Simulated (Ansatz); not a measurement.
# C₈H₁₆: ionisation energy by level of theory

One table from this session's results is given with a row withheld; the runs are named, their logs left out.

Program: Ansatz 0.2.0, Gaussian basis. Level of theory: unrestricted cation, the program's frozen cores in correlated methods. These are calculated values, not measurements.

Plan: UKS PBE-D4/def2-TZVPP; UKS r2SCAN-D4/def2-TZVPP; UKS PBE0-D4/def2-TZVPP; UKS B3LYP-D4/def2-TZVPP; UKS wB97X-V/def2-TZVPP; UKS wB97M-V/def2-TZVPP; UKS B2PLYP/def2-TZVPP; UHF-CCSD(T)/def2-TZVPP; UHF-MP2/def2-QZVPP; extrapolation to the limit; then −ε(HOMO) from the neutral's earlier runs with LDA (SPW92), PBE-D4, revPBE-D4, BLYP-D4, r2SCAN-D4, B97M-V, PBE0-D4, B3LYP-D4, r2SCANh-D4, r2SCAN0-D4, HSE06-D4, BHLYP-D4, CAM-B3LYP-D4, LC-ωPBE, ωB97X-V, ωB97M-V.

## Structure used throughout

An earlier PBE0-D4 in a triple-zeta def2 set relaxation fixed the geometry.

SMILES `CC/C=C\C(C)(C)C`, 24 atoms, charge 0, spin multiplicity 1.

Atoms are counted from 1 here; the program's logs count them from 0.

Bond lengths: C1–C2 1.525 Å, C1–H9 1.093 Å, C1–H10 1.093 Å, C1–H11 1.093 Å, C2–C3 1.494 Å, C2–H12 1.097 Å, C2–H13 1.090 Å, C3–C4 1.331 Å, C3–H14 1.090 Å, C4–C5 1.517 Å, C4–H15 1.089 Å, C5–C6 1.529 Å, C5–C7 1.531 Å, C5–C8 1.531 Å, C6–H16 1.093 Å, C6–H17 1.094 Å, C6–H18 1.094 Å, C7–H19 1.094 Å and more. Angles: C2–C1–H9 111.2°, C2–C1–H10 110.8°, C2–C1–H11 111.0°, H9–C1–H10 108.2°, H9–C1–H11 107.9°, H10–C1–H11 107.5°, C1–C2–C3 111.9°, C1–C2–H12 108.8°, C1–C2–H13 109.7°, C3–C2–H12 108.5°, C3–C2–H13 111.5°, H12–C2–H13 106.2°, C2–C3–C4 129.7°, C2–C3–H14 114.0°, C4–C3–H14 116.3°, C3–C4–C5 129.8°, C3–C4–H15 115.9°, C5–C4–H15 114.4° and more.

Set-up of the first run:

The input, in.yaml:

```yaml
crystal:
  periodic: [false, false, false]
  atoms:
    - {symbol: C, position_ang: [1.731040, -1.869783, -1.766215]}
    - {symbol: C, position_ang: [0.759075, -0.695444, -1.815615]}
    - {symbol: C, position_ang: [-0.538582, -1.018107, -1.148575]}
    - {symbol: C, position_ang: [-1.088911, -0.487966, -0.059034]}
    - {symbol: C, position_ang: [-0.582961, 0.623228, 0.841329]}
    - {symbol: C, position_ang: [-1.575480, 0.789645, 1.992492]}
    - {symbol: C, position_ang: [-0.505028, 1.949414, 0.079864]}
    - {symbol: C, position_ang: [0.783930, 0.276533, 1.437899]}
    - {symbol: H, position_ang: [2.650861, -1.645571, -2.311509]}
    - {symbol: H, position_ang: [1.995600, -2.110698, -0.733941]}
    - {symbol: H, position_ang: [1.287841, -2.765025, -2.210204]}
    - {symbol: H, position_ang: [0.558144, -0.445904, -2.864609]}
    - {symbol: H, position_ang: [1.225759, 0.186527, -1.376870]}
    - {symbol: H, position_ang: [-1.094446, -1.823149, -1.628189]}
    - {symbol: H, position_ang: [-2.048497, -0.906001, 0.239819]}
    - {symbol: H, position_ang: [-1.253154, 1.584186, 2.670525]}
    - {symbol: H, position_ang: [-1.662254, -0.134068, 2.571282]}
    - {symbol: H, position_ang: [-2.569906, 1.047840, 1.618060]}
    - {symbol: H, position_ang: [-0.190795, 2.754529, 0.751117]}
    - {symbol: H, position_ang: [0.204695, 1.904385, -0.747265]}
    - {symbol: H, position_ang: [-1.480658, 2.214753, -0.334412]}
    - {symbol: H, position_ang: [0.737552, -0.667555, 1.985987]}
    - {symbol: H, position_ang: [1.555443, 0.179907, 0.673184]}
    - {symbol: H, position_ang: [1.100721, 1.058333, 2.134871]}
basis:
  gaussian: {orbitals: def2-TZVPP}
total_charge: 1
magnetization: {spin_polarized: true, initial_magnetization: 1}
hamiltonian: {xc: pbe, dispersion: d4}
```

The run is started by

```console
$ ansatz run in.yaml --threads 4 --pin off --events-out ev --progress --plain --max-ram 66560MiB --backend cuda --devices 0, --max-vram 37GiB
```

Steps of the session up to this table: Cation, UKS PBE-D4/def2-TZVPP; Cation, UKS r2SCAN-D4/def2-TZVPP; Cation, UKS PBE0-D4/def2-TZVPP; Cation, UKS B3LYP-D4/def2-TZVPP; Cation, UKS wB97X-V/def2-TZVPP; Cation, UKS wB97M-V/def2-TZVPP; Cation, UKS B2PLYP (frozen core)/def2-TZVPP; Cation, UHF-CCSD(T)/def2-TZVPP; Cation, UHF-MP2/def2-QZVPP.

One table of the session follows, with a row left open; its other results are not shown here.

Orbital estimates, from the neutral's runs:

```
  functional  −ε(HOMO) (eV)
 LDA (SPW92)           6.03
      PBE-D4              ?
   revPBE-D4           5.78
     BLYP-D4           5.70
   r2SCAN-D4           6.03
      B97M-V           6.09
     PBE0-D4           6.94
    B3LYP-D4           6.73
  r2SCANh-D4           6.44
  r2SCAN0-D4           7.07
    HSE06-D4           6.54
    BHLYP-D4           7.90
CAM-B3LYP-D4           8.27
     LC-ωPBE           9.64
     ωB97X-V           9.27
     ωB97M-V           9.19
```

Q: Estimate the row for PBE-D4 from the others.

As computed: −ε(HOMO) (eV): 5.85. In the column «−ε(HOMO) (eV)» it lies between revPBE-D4 (5.78) and LDA (SPW92) (6.03).
